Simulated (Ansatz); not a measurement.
# TaRu (P4/mmm): convergence test of the plane-wave cutoff

A script is to give a convergence test of the plane-wave cutoff; the system is TaRu (P4/mmm).

Computed with the Python package of Ansatz 0.2.0. Level of theory: DFT r2SCAN, plane waves, PAW.

### Step 1. The structure

Symmetry: P4/mmm, No. 123, tetragonal system. Conventional cell: a = 3.053 Å, b = 3.053 Å, c = 3.389 Å, α = 90.00°, β = 90.00°, γ = 90.00°. Around Ta (site symmetry 4/mmm) lie 8 Ru at 2.74 Å and 4 Ta at 3.05 Å. Around Ru (site symmetry 4/mmm) lie 8 Ta at 2.74 Å and 4 Ru at 3.05 Å.

No structure file is read: the coordinates are typed or built in the script.

### Step 2. The code

ecut.py

```python
'''Convergence of TaRu with the plane-wave cutoff.'''

import ansatz as az
import numpy as np
import pandas as pd

vectors = np.array([
    [3.053, 0.0, 0.0],
    [0.0, 3.053, 0.0],
    [0.0, 0.0, 3.389],
])
taru = (
    az.Lattice.of(vectors)
    .atom('Ta', (0.5, 0.5, 0.5))
    .atom('Ru', (0.0, 0.0, 0.0))
)

job = (
    taru.calculation()
    .occupations('gaussian', width=0.1)
    .functional('r2scan')
    .kpoints(8, 8, 7)
)

rows = []
for value in [300, 375, 450, 525]:
    report = job.basis(value).run(threads=1).report
    rows.append((value, report['free_energy_ev'] / len(report['lattice']['sites']), report['n_iterations'], report['n_pw']))

table = pd.DataFrame(rows, columns=['cutoff (eV)', 'F/atom (eV)', 'iterations', 'plane waves'])
print(table.round(5).to_string(index=False))

# differences from the last row
for row in rows[:-1]:
    shift = 1000 * (row[1] - rows[-1][1])
    print(f'{row[0]}: {shift:+.2f} meV/atom' + ('  (within 5 meV)' if abs(shift) < 5 else ''))
```

### Step 3. The input behind the calls

The engine receives this input (first run):

```yaml
crystal:
  lattice:
    - [3.053, 0.0, 0.0]
    - [0.0, 3.053, 0.0]
    - [0.0, 0.0, 3.389]
  atoms:
    - { symbol: Ta, position: [0.5, 0.5, 0.5] }
    - { symbol: Ru, position: [0.0, 0.0, 0.0] }
basis:
  ecutwfc: 300.0
kpoints:
  mp_grid:
    grid: [8, 8, 7]
hamiltonian:
  xc: r2scan
scf:
  occupations:
    method: gaussian
    width: 0.1
```

### Step 4. Running it

The run is started by

```bash
python ecut.py
```

The program printed:

```text
DeckWarning: basis.ecutwfc = 300 eV is below the records' recommended 500 eV, and the density's cutoff is lower with it unless basis.ecutrho_ratio is high enough to keep the records' density cutoff: compare with a run at a higher cutoff
DeckWarning: basis.ecutwfc = 375 eV is below the records' recommended 500 eV, and the density's cutoff is lower with it unless basis.ecutrho_ratio is high enough to keep the records' density cutoff: compare with a run at a higher cutoff
DeckWarning: basis.ecutwfc = 450 eV is below the records' recommended 500 eV, and the density's cutoff is lower with it unless basis.ecutrho_ratio is high enough to keep the records' density cutoff: compare with a run at a higher cutoff
 cutoff (eV)  F/atom (eV)  iterations  plane waves
         300  -7917.77535           8          381
         375  -7917.86485           8          511
         450  -7917.86943           8          675
         525  -7917.87152           8          865
300: +96.17 meV/atom
375: +6.66 meV/atom
450: +2.09 meV/atom  (within 5 meV)
```

(Warnings from the package without file and line.)

Wall time 14 s (1 thread of Arm Neoverse V1, shared host); peak memory 0.48 GiB.

### Step 5. What changed from run to run

The engine's inputs for the other runs:

Run 2, against run 1:

```diff
@@ -10 +10 @@
-  ecutwfc: 300.0
+  ecutwfc: 375.0
```

Run 3, against run 1:

```diff
@@ -10 +10 @@
-  ecutwfc: 300.0
+  ecutwfc: 450.0
```

Run 4, against run 1:

```diff
@@ -10 +10 @@
-  ecutwfc: 300.0
+  ecutwfc: 525.0
```

Lines on the test bed's own set-up are left out of the output.

### Step 6. The engine's runs

One row for each of the 4 runs:

| run | cutoff (eV) | energy from run 4 (meV/atom) | SCF cycles | CPU time (s) |
| --- | --- | --- | --- | --- |
| 1 | 300 | 96.17 | 8 | 2.3 |
| 2 | 375 | 6.66 | 8 | 2.6 |
| 3 | 450 | 2.09 | 8 | 3.4 |
| 4 | 525 | 0.00 | 8 | 4.2 |

Energies are free energies F = E - TS of the smeared occupations. 

### Step 7. Results

```
                              quantity           value
                         runs compared               4
       last run but one, from the last  +2.09 meV/atom
within 5 meV/atom of the last run from             450
```

**Reading.** Runs 1, 2, 3: each has a cutoff under the recommended one, so what rests on them isn't a property of the system. From 450 eV on it stays within 5 meV an atom of the value at 525 eV; the first row (300 eV) is off by 96.2 meV and the last but one by 2.09 meV. The energy falls steadily, as expected when plane waves are added. The last run costs about 1.8 times the first. Reading the output:
- No spin polarisation was allowed.
- The mesh is modest for a metal, so energies can be off by several to tens of meV an atom and pressures by half a GPa or more; differences at equal mesh fare better.
- Spin-orbit coupling, which matters for elements this heavy, is left out.
- Shifts are counted from the last row, which is itself no proven limit.
